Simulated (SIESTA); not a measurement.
Runs of SIESTA 5.4.2 on CsLiCr2Te2S3. Symmetry: R32, No. 155, trigonal system. The conventional cell has a = 6.639 Å, b = 6.639 Å, c = 20.639 Å, α = 90.00°, β = 90.00°, γ = 120.00°. Cs (site symmetry 32) has 6 Te at 3.84 Å and 6 S at 4.04 Å and 2 Cr at 4.16 Å as nearest neighbours. Li (site symmetry 32) has 3 S at 2.41 Å as nearest neighbours. Around Cr (site symmetry 3) lie 3 S at 2.24 Å and 1 Te at 2.45 Å. Te (site symmetry 3) is surrounded by 1 Cr at 2.45 Å. S (site symmetry 2) is surrounded by 2 Cr at 2.24 Å and 1 Li at 2.41 Å. The cell was built by a generator and needn't be a form met in nature.

```csv
task,level,potentials or basis,cell,k mesh,hubbard projector method,U from the first cycle,broadening (eV),window from (eV),window to (eV),gap on the mesh (eV),pressure (GPa),moment (μB),relaxed volume (Å³/atom),largest force (eV/Å)
band structure,RPBE,"PseudoDojo 0.4 standard (PBE files), DZP (energy shift 0.003 Ry; two zetas on semicore shells; d shell added on Cs)",as given,5 × 5 × 5,-,-,-,-,-,none,2.1,4.00,-,0.53
band structure,AM05,"PseudoDojo 0.4 standard (PBEsol files), DZP (energy shift 0.003 Ry; two zetas on semicore shells; d shell added on Cs)",as given,5 × 5 × 5,-,-,-,-,-,none,-1.3,4.00,-,(c)
band structure,BLYP,"PseudoDojo 0.4 standard (PBE files), DZP (energy shift 0.003 Ry; two zetas on semicore shells; d shell added on Cs)",as given,5 × 5 × 5,-,-,-,-,-,none,2.5,4.00,-,0.38
density of states,PBE,"PseudoDojo 0.4 standard (PBE files), DZP (energy shift 0.003 Ry; two zetas on semicore shells; d shell added on Cs)",as given,5 × 5 × 5,1,yes,0.1 eV,-25 eV,5 eV,none,0.4,4.00,-,0.36
relaxation of cell and atoms,PBE,"PseudoDojo 0.4 standard (PBE files), DZP (energy shift 0.003 Ry; two zetas on semicore shells; d shell added on Cs)",relaxed,5 × 5 × 5,-,-,-,-,-,none,0.0,(a),28.48,0.01
single point,PBE,"PseudoDojo 0.4 standard (PBE files), DZP (energy shift 0.003 Ry; two zetas on semicore shells; d shell added on Cs)",as given,5 × 5 × 5,-,-,-,-,-,none,0.4,4.00,-,0.36
relaxation of cell and atoms,vdW-DF2,"PseudoDojo 0.4 standard (PBE files), DZP (energy shift 0.003 Ry; two zetas on semicore shells; d shell added on Cs)",relaxed,4 × 4 × 4,-,-,-,-,-,none,0.0,(b),30.51,-
```

Alike in all rows: spin collinear, ferromagnetic start; smearing fermi-dirac 0.05 eV; grid cutoff 800 Ry; energy shift 0.003 Ry.

Fill in the values left out.

(a) 4.01; (b) 4.04; (c) 0.32.

Caveats: the basis of atomic orbitals isn't converged, which shifts pressures, moduli and gaps; only a ferromagnetic start was run, and an antiferromagnetic order may lie lower in energy; the potentials were made for another functional, which shifts forces and pressure (some runs).

A k mesh can miss the band edges, and the runs leave out spin-orbit coupling on Cs, Te.

A gap of «none» marks a metal or a gap under the smearing width.

Not every run made on this cell is shown here.
